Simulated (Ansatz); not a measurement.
Run this with the Ansatz DFT code, driven from Python and show what comes out.

Script `run_energy.py`:
```python
# -*- coding: utf-8 -*-
"""Single point of C4H9ClGe."""

from dataclasses import dataclass

import ansatz as az
from ase import Atoms


@dataclass
class RunConfig:
    basis: str = "def2-SVP"
    functional: str = "PBE0"


cfg = RunConfig()

atoms = Atoms(["C", "C", "Ge", "C", "C", "Cl", "H", "H", "H", "H", "H", "H", "H", "H", "H"], positions=[
    (2.3901, 0.4344, -0.6011),
    (1.5067, -0.3726, -0.0155),
    (-0.3678, -0.2399, -0.4255),
    (-1.0081, 1.5408, 0.0221),
    (-1.3576, -1.5669, 0.5959),
    (-1.1165, -1.2864, 2.3354),
    (2.069, 1.1814, -1.3201),
    (3.445, 0.3504, -0.3616),
    (1.8415, -1.115, 0.7016),
    (-0.5816, -0.4953, -1.9389),
    (-0.8348, 1.7358, 1.1003),
    (-2.0935, 1.6082, -0.1967),
    (-0.4606, 2.2927, -0.5823),
    (-2.4374, -1.4865, 0.3549),
    (-0.9943, -2.5811, 0.3315),
])
system = az.Crystal.molecule_from_ase(atoms)

calc = system.calculation().basis(gaussian=cfg.basis).functional(cfg.functional)
print(calc.to_yaml())
summary = calc.session().plan(threads=1).execute().report

print(f"E = {summary['free_energy_ev']:.6f} eV = {summary['free_energy_ev'] / 27.211386246:.7f} Ha")
print("converged:", summary["converged"], " doubts:", summary["published_state_doubts"] or "none")
```

```console
$ python run_energy.py
crystal:
  periodic: [false, false, false]
  atoms:
    - { symbol: C, position_ang: [2.3901, 0.4344, -0.6011] }
    - { symbol: C, position_ang: [1.5067, -0.3726, -0.0155] }
    - { symbol: Ge, position_ang: [-0.3678, -0.2399, -0.4255] }
    - { symbol: C, position_ang: [-1.0081, 1.5408, 0.0221] }
    - { symbol: C, position_ang: [-1.3576, -1.5669, 0.5959] }
    - { symbol: Cl, position_ang: [-1.1165, -1.2864, 2.3354] }
    - { symbol: H, position_ang: [2.069, 1.1814, -1.3201] }
    - { symbol: H, position_ang: [3.445, 0.3504, -0.3616] }
    - { symbol: H, position_ang: [1.8415, -1.115, 0.7016] }
    - { symbol: H, position_ang: [-0.5816, -0.4953, -1.9389] }
    - { symbol: H, position_ang: [-0.8348, 1.7358, 1.1003] }
    - { symbol: H, position_ang: [-2.0935, 1.6082, -0.1967] }
    - { symbol: H, position_ang: [-0.4606, 2.2927, -0.5823] }
    - { symbol: H, position_ang: [-2.4374, -1.4865, 0.3549] }
    - { symbol: H, position_ang: [-0.9943, -2.5811, 0.3315] }
basis:
  gaussian:
    orbitals: def2-SVP
hamiltonian:
  xc: pbe0

E = -73304.494913 eV = -2693.8905005 Ha
converged: True  doubts: none
```

Reading the output:
- Total energies depend on the basis set; only differences at equal settings carry meaning.
- The geometry is a force-field or estimated start, not a minimum of this method, and the basis set is short of its limit.
- Hardware and time: 17 s on 1 thread of Arm Neoverse N1, on a shared host, peak memory 0.48 GiB.
